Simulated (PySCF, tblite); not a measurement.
**C8H16N+: geometry, infrared bands, NMR shifts, electronic excitations and core binding energies**

Wanted: the infrared bands, NMR shifts, electronic excitations and core binding energies of C8H16N+ (`C1CC[N+]2(C1)CCCC2`), by calculation.

The runs use tblite 0.8.0 and PySCF 2.14.0, with density-fitted response routines of our own; the level of theory stands in each step. All values are computed, except where a source is named. Atoms are numbered from 0 throughout.

## 1. The starting structure

25 atoms, charge 1, multiplicity 1; geometry from: force field or distance geometry start.

Bonds of the start (Å): C0–C1 1.51, C1–C2 1.54, C2–N3 1.51, N3–C4 1.49, N3–C5 1.48, C5–C6 1.53, C6–C7 1.53, C7–C8 1.53, C4–C0 1.52, C8–N3 1.48, C0–H9 1.09, C0–H10 1.09, C1–H11 1.10, C1–H12 1.07, C2–H13 1.09, C2–H14 1.07, C4–H15 1.09, C4–H16 1.10, C5–H17 1.09, C5–H18 1.10, C6–H19 1.10, C6–H20 1.09, C7–H21 1.09, C7–H22 1.08, C8–H23 1.09, C8–H24 1.08.

## 2. Optimising the geometry with GFN2-xTB

The job: settings as JSON, then the geometry in Å.

```
{"job": {"kind": "relax", "xc": "GFN2-xTB", "basis": "xTB"}, "charge": 1, "multiplicity": 1}
C     -2.383700     0.592500    -0.031500
C     -2.093200    -0.887000    -0.176000
C     -0.680400    -0.970000     0.430200
N      0.008500     0.274900    -0.063500
C     -1.070100     1.230900    -0.437200
C      0.935700     0.796400     0.967600
C      2.115600    -0.174000     0.947900
C      2.183300    -0.654100    -0.506000
C      0.939200    -0.057700    -1.171300
H     -3.217800     0.920000    -0.658300
H     -2.639400     0.840600     1.000800
H     -2.795700    -1.523500     0.373900
H     -2.094600    -1.189700    -1.204300
H     -0.748800    -0.929000     1.512400
H     -0.142200    -1.849400     0.138600
H     -0.902400     2.196700     0.047000
H     -1.037300     1.373100    -1.522600
H      1.266800     1.783900     0.654500
H      0.448400     0.883100     1.944700
H      1.946400    -1.008800     1.636700
H      3.030300     0.320800     1.266400
H      2.172900    -1.743000    -0.564800
H      3.086100    -0.305100    -0.994700
H      1.183600     0.869400    -1.680500
H      0.456000    -0.718400    -1.882400
```

Launch:

```console
$ OMP_NUM_THREADS=1 python probes_run.py task.json out
```

This one command runs all jobs of the session in turn.

**Question.** This job is followed by: GFN2-xTB harmonic vibrations, gas phase; PBE0-D3(BJ)/def2-SVP geometry optimisation, gas phase; GIAO PBE0/pcSseg-1 NMR shielding, non-relativistic, gas phase; TDDFT CAM-B3LYP/def2-SVPD, vertical, gas phase, core orbitals frozen in the response; GIAO B97-2/pcSseg-1 NMR shielding, non-relativistic, gas phase; delta-SCF UKS SCAN, pcX-2 on the ionised atom, pcseg-1 elsewhere, spin-free X2C. What will the session give for the following? strongest single infrared mode (GFN2-xTB); zero-point energy (GFN2-xTB); point group; rotational constants (main isotopes); 13C shifts against TMS (PBE0/pcSseg-1, means over atoms taken as alike); 1H shifts against TMS (PBE0/pcSseg-1, means over atoms taken as alike); 15N shifts against NH3 (PBE0/pcSseg-1); lowest singlet (CAM-B3LYP/def2-SVPD); brightest single state of those computed; lowest triplet; vertical ionisation energy (ΔSCF); vertical electron affinity (ΔSCF); C1s binding energies, SCAN/pcX-2; N1s binding energies, SCAN/pcX-2; range of the shift of N3.

**Answer**, as computed:

| quantity | value |
| --- | --- |
| strongest single infrared mode (GFN2-xTB) | 1451 cm⁻¹, 20 km/mol |
| zero-point energy (GFN2-xTB) | 145.6 kcal/mol |
| point group | C1 |
| rotational constants (main isotopes) | 3.29, 1.23, 1.19 GHz |
| 13C shifts against TMS (PBE0/pcSseg-1, means over atoms taken as alike) | 68.3, 25.4 ppm |
| 1H shifts against TMS (PBE0/pcSseg-1, means over atoms taken as alike) | 3.19, 2.34 ppm |
| 15N shifts against NH3 (PBE0/pcSseg-1) | 114.6 ppm |
| lowest singlet (CAM-B3LYP/def2-SVPD) | 9.31 eV (133 nm), f = 0.000 |
| brightest single state of those computed | state 8, 10.24 eV, f = 0.050 |
| lowest triplet | 9.00 eV |
| vertical ionisation energy (ΔSCF) | 15.80 eV |
| vertical electron affinity (ΔSCF) | 2.05 eV |
| C1s binding energies, SCAN/pcX-2 | C2 296.29, C0 295.06 eV |
| N1s binding energies, SCAN/pcX-2 | N3 412.01 eV |
| range of the shift of N3 | 112.4 to 114.6 ppm |

Relaxing lowered the energy by 0.031 eV in 13 steps; the close pair that moved most is C1–C2, from 1.540 to 1.521 Å (GFN2-xTB). All 69 modes are real, so the xTB geometry is a minimum. The strongest single mode, at 1451 cm⁻¹, has its largest shares on H16, H15, H14 and H13 (the list is cut at 4 atoms). GFN2-xTB is a fitted tight-binding method: band positions and strengths are rough. Its intensities can rank the bands wrongly. The optimisation took 3 steps and gained 0.075 eV; among the close pairs (by a distance rule), C2–N3 changed most, from 1.498 to 1.520 Å (PBE0/def2-SVP). No frequency check was run at this level, so the end point may be a saddle. H13, H14, H15, H16, H17 and 3 more (mean) (hydrogen on an sp3 CH2 bonded to N) lies farthest downfield among hydrogen, at 3.19 ppm; its carbon carries N, which withdraws density. At PBE0/pcSseg-1: Shielding is most anisotropic at C2, C4, C5, C8 (span 94 ppm, paramagnetic term -134 ppm). The first singlet state (HOMO→LUMO 0.77, HOMO→LUMO+3 0.10) lies at 9.31 eV and is dark; of the 10 states computed, the strongest absorption comes from state 8 at 10.24 eV. The lowest triplet lies 0.30 eV below the lowest singlet (triplets in Tamm-Dancoff, singlets in full TDDFT). ΔSCF puts the ionisation energy at 15.80 eV, 0.84 eV above −ε(HOMO). The C1s levels kept as sound span 1.23 eV, from C0 (sp3 CH2 in a ring) up to C2 (sp3 CH2 bonded to N). Across the 2 runs the shift of N3 moves most, between 112.4 (B97-2/pcSseg-1) and 114.6 ppm (PBE0/pcSseg-1). Most of that comes from the computed reference, not from the atom's own shielding.
